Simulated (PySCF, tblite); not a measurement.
# C8H11P: geometry, infrared bands and NMR shifts

Wanted: the infrared bands and NMR shifts of C8H11P (`C#CP(CC=C)C(=C)C`), by calculation.

Programs: tblite 0.8.0 and PySCF 2.14.0, with density-fitted response routines of our own. Each step states its level of theory. These are calculated values for one molecule in the gas phase, unless marked as measured. Atoms count from 0, in the outputs and in this text.

## (1) Starting geometry

20 atoms, charge 0, multiplicity 1; geometry from: force field or distance geometry start.

Bonds of the start (Å): C0–C1 1.20, C1–P2 1.81, P2–C3 1.85, C3–C4 1.49, C4–C5 1.33, P2–C6 1.84, C6–C7 1.33, C6–C8 1.50, C0–H9 1.05, C3–H10 1.12, C3–H11 1.10, C4–H12 1.08, C5–H13 1.09, C5–H14 1.10, C7–H15 1.08, C7–H16 1.08, C8–H17 1.12, C8–H18 1.10, C8–H19 1.11.

## (2) Relaxing the molecule with GFN2-xTB

What the job is given:

```
{"job": {"kind": "relax", "xc": "GFN2-xTB", "basis": "xTB"}, "charge": 0, "multiplicity": 1}
C      0.505700     3.172400    -0.059300
C      0.239500     2.024800     0.188600
P     -0.136100     0.290100     0.557000
C      1.094300    -0.758400    -0.351900
C      2.468000    -0.188800    -0.320400
C      3.411200    -0.939300     0.243800
C     -1.789900    -0.181000    -0.110300
C     -2.052500    -0.198900    -1.415500
C     -2.871100    -0.569900     0.849300
H      0.719700     4.178100    -0.295000
H      1.050900    -1.769800     0.131000
H      0.749300    -0.799700    -1.397000
H      2.716300     0.774100    -0.733100
H      4.453800    -0.630200     0.317100
H      3.135200    -1.910600     0.668300
H     -3.022700    -0.482000    -1.784600
H     -1.246100     0.082800    -2.070800
H     -2.602600    -1.511600     1.382700
H     -3.070600     0.260700     1.549200
H     -3.757400    -0.832300     0.238200
```

On the command line:

```console
$ OMP_NUM_THREADS=1 python probes_run.py task.json out
```

The driver reads the jobs from task.json and runs them one after another.

**Question.** This job is followed by: GFN2-xTB harmonic vibrations, gas phase; GIAO PBE0/pcSseg-1 NMR shielding, non-relativistic, gas phase. Predict these results of the whole session: strongest single infrared mode (GFN2-xTB); zero-point energy (GFN2-xTB); 13C shifts against TMS (PBE0/pcSseg-1); 1H shifts against TMS (PBE0/pcSseg-1, means over atoms taken as alike); 31P shifts against H3PO4 (PBE0/pcSseg-1); surface potential, 1st and 99th percentile.

As calculated:

| quantity | value |
| --- | --- |
| strongest single infrared mode (GFN2-xTB) | 3075 cm⁻¹, 49 km/mol |
| zero-point energy (GFN2-xTB) | 98.7 kcal/mol |
| 13C shifts against TMS (PBE0/pcSseg-1) | 153.7, 143.4, 126.9, 123.4, 106.9, 88.4, 43.7, 25.1 ppm |
| 1H shifts against TMS (PBE0/pcSseg-1, means over atoms taken as alike) | 6.53, 6.24, 5.89, 5.50, 5.40, 2.73, 2.70, 2.06 ppm |
| 31P shifts against H3PO4 (PBE0/pcSseg-1) | -47.9 ppm |
| surface potential, 1st and 99th percentile | -0.94 V and 1.35 V |

**Reading.** Relaxing lowered the energy by 0.763 eV in 177 steps; the close pair that moved most is C1–P2, from 1.813 to 1.767 Å. All 54 modes are real, so the xTB geometry is a minimum. The strongest single mode, at 3075 cm⁻¹, moves mainly H15. Unscaled tight-binding wavenumbers are off by several per cent, some by more. Its intensities can rank the bands wrongly. H12 (hydrogen on an alkene CH) lies farthest downfield among hydrogen, at 6.53 ppm; a vinylic proton, deshielded by the sp2 carbon and the C=C anisotropy. At PBE0/pcSseg-1: The largest span, 302 ppm, is at C1, where the paramagnetic term is -174 ppm. At PBE0/pcSseg-1, counted by nearest atom on the grid, the HOMO lies on P2 39 %; C0, C7 about 11 % each, the LUMO on P2 17 %; C6, C7 about 14 % each.
